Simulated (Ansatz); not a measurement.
# BrH4NSi: the cost of one run

Computed with Ansatz 0.2.0, Gaussian basis. Level: PBE0-D4/def2-TZVP structures, single points in def2-TZVPP, no counterpoise correction.

Levels: SPW92, PBE-D4, BLYP-D4, r2SCAN-D4, B97M-V, PBE0-D4, B3LYP-D4, r2SCAN0-D4, BHLYP-D4, CAM-B3LYP-D4, wB97X-V, wB97M-V, B2PLYP, PBE-QIDH, RPA on PBE, Hartree-Fock, MP2, CCSD, CCSD(T).

Cores are frozen in the correlated methods. Filled d shells of the heavier atoms are correlated. B3LYP uses VWN-RPA correlation. B2PLYP carries no dispersion term here.

94 further runs of the same task are left out: 94 set aside as unsound or not needed.

### 1 Starting geometry

The complex: 9 atoms, charge 0, spin multiplicity 1.

Atoms are counted from 1 here; the program's logs count them from 0.

Bond lengths: Si1–Br2 2.244 Å, Si1–H3 1.478 Å, Si1–H4 1.478 Å, Si1–N5 1.701 Å, N5–H8 1.008 Å, N5–H9 1.008 Å, H6–H7 0.747 Å. Angles: Br2–Si1–H3 105.5°, Br2–Si1–H4 105.5°, Br2–Si1–N5 115.2°, H3–Si1–H4 113.4°, H3–Si1–N5 108.7°, H4–Si1–N5 108.7°, Si1–N5–H8 120.0°, Si1–N5–H9 120.0°, H8–N5–H9 110.9°.

As a file:

```
Si   -0.8030   -0.6725   -0.8625
Br    0.2944    0.8380   -2.1079
H    -0.4321   -1.9895   -1.4208
H    -2.2363   -0.3501   -1.0219
N    -0.4222   -0.6568    0.7955
H     1.7644    1.7551    0.7506
H     2.1048    1.9756    1.3782
H    -0.7411    0.1010    1.3783
H     0.4713   -1.0008    1.1103
```

Its parts: BrH₄NSi holds atoms 1, 2, 3, 4, 5, 8, 9; H₂ holds atoms 6, 7. Each part counts its atoms afresh in its own runs.

### 2 Relaxing BrH₄NSi alone

File relax-a/in.yaml:

```yaml
crystal:
  periodic: [false, false, false]
  atoms:
    - {symbol: Si, position_ang: [-0.803028, -0.672535, -0.862487]}
    - {symbol: Br, position_ang: [0.294372, 0.837992, -2.107853]}
    - {symbol: H, position_ang: [-0.432150, -1.989540, -1.420798]}
    - {symbol: H, position_ang: [-2.236330, -0.350064, -1.021929]}
    - {symbol: N, position_ang: [-0.422192, -0.656818, 0.795482]}
    - {symbol: H, position_ang: [-0.741136, 0.101049, 1.378333]}
    - {symbol: H, position_ang: [0.471336, -1.000777, 1.110287]}
basis:
  gaussian: {orbitals: def2-TZVP}
hamiltonian: {xc: pbe0, dispersion: d4}
relax: {f_tol: 0.005, max_steps: 200}
```

Launch:

```
> ansatz run in.yaml --threads 4 --pin off --events-out ev --progress --plain --max-ram 9574MiB
```

**Question.** How long does this run take on 4 threads of Arm Neoverse V2, shared host?

About 7 s.
